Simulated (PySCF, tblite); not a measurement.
**C₈H₁₀NP: geometry, infrared bands and NMR shifts**

Aim: predict the infrared bands and NMR shifts of C₈H₁₀NP (`Cc1pccnc1C1CC1`).

Computed with tblite 0.8.0 and PySCF 2.14.0, with density-fitted response routines of our own, on a single molecule in the gas phase. Atoms count from 0, in the outputs and in this text.

### 1 The starting structure

20 atoms, charge 0, multiplicity 1; geometry from: force field or distance geometry start.

Bonds of the start (Å): C0–C1 1.49, C1–P2 1.89, P2–C3 1.82, C3–C4 1.37, C4–N5 1.37, N5–C6 1.37, C6–C7 1.52, C7–C8 1.52, C8–C9 1.51, C6–C1 1.41, C9–C7 1.52, C0–H10 1.10, C0–H11 1.10, C0–H12 1.10, C3–H13 1.09, C4–H14 1.09, C7–H15 1.08, C8–H16 1.08, C8–H17 1.08, C9–H18 1.08, C9–H19 1.08.

### 2 Geometry optimisation with GFN2-xTB

The job: settings as JSON, then the geometry in Å.

```
{"job": {"kind": "relax", "xc": "GFN2-xTB", "basis": "xTB"}, "charge": 0, "multiplicity": 1}
C     -0.942500     1.596800     1.371700
C      0.291400     0.850900     0.997900
P      1.714300     0.918300     2.232800
C      2.935900    -0.064900     1.304900
C      2.633000    -0.660100     0.105200
N      1.472300    -0.612400    -0.616700
C      0.381100     0.091600    -0.186500
C     -0.811800     0.042400    -1.124100
C     -1.126600    -1.231900    -1.895200
C     -2.031100    -0.802000    -0.770500
H     -1.765100     0.899300     1.599600
H     -1.263100     2.249500     0.551200
H     -0.812100     2.239600     2.260500
H      3.922700    -0.206800     1.751200
H      3.403100    -1.241600    -0.393100
H     -1.006000     0.962900    -1.659000
H     -1.492000    -1.120300    -2.909100
H     -0.502000    -2.102900    -1.742100
H     -3.006000    -0.406200    -1.021100
H     -2.000800    -1.391400     0.139500
```

Command:

```sh
> OMP_NUM_THREADS=1 python probes_run.py task.json out
```

One launch serves the whole session: the jobs run in the order shown.

**Question.** This job is followed by: GFN2-xTB harmonic vibrations, gas phase; GIAO PBE0/pcSseg-1 NMR shielding, non-relativistic, gas phase. What will the session give for the following? strongest single infrared mode (GFN2-xTB); zero-point energy (GFN2-xTB); 13C shifts against TMS (PBE0/pcSseg-1, means over atoms taken as alike); 1H shifts against TMS (PBE0/pcSseg-1, means over atoms taken as alike); 31P shifts against H3PO4 (PBE0/pcSseg-1); 15N shifts against NH3 (PBE0/pcSseg-1).

The runs gave:

| quantity | value |
| --- | --- |
| strongest single infrared mode (GFN2-xTB) | 1532 cm⁻¹, 156 km/mol |
| zero-point energy (GFN2-xTB) | 99.6 kcal/mol |
| 13C shifts against TMS (PBE0/pcSseg-1, means over atoms taken as alike) | 169.5, 166.8, 154.9, 152.3, 26.3, 17.3, 16.1 ppm |
| 1H shifts against TMS (PBE0/pcSseg-1, means over atoms taken as alike) | 9.06, 8.46, 2.98, 2.18, 1.36, 1.06 ppm |
| 31P shifts against H3PO4 (PBE0/pcSseg-1) | 265.6 ppm |
| 15N shifts against NH3 (PBE0/pcSseg-1) | 341.7 ppm |

Relaxing lowered the energy by 0.583 eV in 142 steps; the close pair that moved most is C1–P2, from 1.885 to 1.746 Å. No mode is imaginary among the 54: a minimum at this level. The strongest single mode, at 1532 cm⁻¹, is carried by C4, C6, C1, C3. Unscaled tight-binding wavenumbers are off by several per cent, some by more. Its intensities can rank the bands wrongly. At PBE0/pcSseg-1: The largest span, 744 ppm, is at P2, where the paramagnetic term is -916 ppm. NICS(1)zz of -24 ppm above the planar ring from C1 marks a diatropic (aromatic) ring current.
